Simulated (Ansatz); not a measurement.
# ScF: the cost of one run

Computed with Ansatz 0.2.0 (DFT r2SCAN, scalar-relativistic, plane waves, PAW, unless a step's input says otherwise).

2 further runs of the same task are left out: 2 set aside as unsound or not needed.

## (1) The starting structure

It takes space group P-6m2 (No. 187, hexagonal). The conventional cell has a = 3.175 Å, b = 3.175 Å, c = 3.096 Å, α = 90.00°, β = 90.00°, γ = 120.00°. Sc (site symmetry -6m2) is surrounded by 6 F at 2.40 Å. Around F (site symmetry -6m2) lie 6 Sc at 2.40 Å.

Coordinates:

```cif
data_structure
_symmetry_space_group_name_H-M 'P-6m2'
_symmetry_Int_Tables_number 187
_cell_length_a 3.1745
_cell_length_b 3.1745
_cell_length_c 3.0963
_cell_angle_alpha 90.000
_cell_angle_beta 90.000
_cell_angle_gamma 120.000
_cell_volume 27.02
loop_
_atom_site_label
_atom_site_type_symbol
_atom_site_symmetry_multiplicity
_atom_site_Wyckoff_symbol
_atom_site_fract_x
_atom_site_fract_y
_atom_site_fract_z
_atom_site_occupancy
Sc1 Sc 1 a 0.00000 0.00000 0.00000 1
F1 F 1 f 0.66667 0.33333 0.50000 1
```

This is candidate A: tungsten carbide type (P-6m2, No. 187).

(A quick probe on a coarse mesh, which set the mesh and smearing, is not shown.)

## (3) Relaxing cell and atoms (candidate A)

Input file input.yaml:

```yaml
crystal:
  lattice:
    - [3.1745486829, 0.0, 0.0]
    - [-1.5872743415, 2.749239805, 0.0]
    - [0.0, 0.0, 3.0962915972]
  atoms:
    - { symbol: Sc, position: [0.0, 0.0, 0.0] }
    - { symbol: F, position: [0.6666666667, 0.3333333333, 0.5] }
basis:
  ecutwfc: 500
kpoints:
  mp_grid: { grid: [24, 24, 18] }
hamiltonian:
  xc: r2scan
scf:
  occupations: { method: gaussian, width: 0.1 }
output:
  forces: true
  stress: true
  eigenvalues: true
relax:
  adjacent_minimum: "off"
  f_tol: 0.01
  max_steps: 80
  cell: { stress_tol: 0.05 }
```

Launch:

```console
ansatz run input.yaml --threads 1 --pin off --max-ram 2560MiB --backend cpu --events-out ev --progress --plain --runs-dir out
```

Q: Estimate wall time and peak memory on 1 thread of Arm Neoverse V2, shared host.

About 5.9 min, with a peak of 0.69 GiB.
